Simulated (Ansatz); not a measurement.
# Ni (Nickel): a single-point run

Aim: a sound single-point run of Ni (Nickel). The structure is shown as the input types it.

Program: Ansatz 0.2.0. Level of theory: DFT, LDA, PAW with Ansatz's default frozen-core files, scalar-relativistic. These are calculated values, not measurements.

**1. The system as given**

Symmetry: Fm-3m, No. 225, cubic system. The conventional cell has a = 3.524 Å, b = 3.524 Å, c = 3.524 Å, α = 90.00°, β = 90.00°, γ = 90.00°. Around Ni (site symmetry m-3m) lie 12 Ni at 2.49 Å.

The input asks for a charge of +6 e on the cell.

Structure file:

```xyz
2
Lattice="0.0000 1.7619 1.7619 -1.7619 1.7619 0.0000 -1.7619 -1.7619 3.5239" Properties=species:S:1:pos:R:3 pbc="T T T"
Ni    0.0000    0.0000    0.0000
Ni   -1.7619    0.0000    1.7619
```

**2. Input and run**

Input file input.yaml:

```yaml
crystal:
  lattice:
    - [0.0, 1.761935, 1.761935]
    - [-1.761935, 1.761935, 0.0]
    - [-1.761935, -1.761935, 3.52387]
  atoms:
    - { symbol: Ni, position: [0.0, 0.0, 0.0] }
    - { symbol: Ni, position: [0.0, 0.5, 0.5] }
kpoints:
  mp_grid: { grid: [15, 15, 15] }
scf:
  occupations: { method: fermi_dirac, width: 0.1 }
  lower_state_search: "off"
  max_iter: 100
hamiltonian:
  xc: lda
  pseudopotentials: { kind: paw }
output:
  forces: true
  stress: true
  eigenvalues: true
total_charge: 6
```

Command:

```bash
> ansatz run input.yaml --threads 1 --pin off --max-ram 3072MiB --backend cpu --events-out ev --progress --plain --runs-dir out
```

What happens when this is run?

The program finished normally. It gives a pressure of 235 GPa, which is large; a structure far from rest gives such values too, whatever the setting.

The suspect setting: total_charge is 6. The net charge is not the one intended, so the run treats another number of electrons.

Run again and compare: delete total_charge (the default then holds).
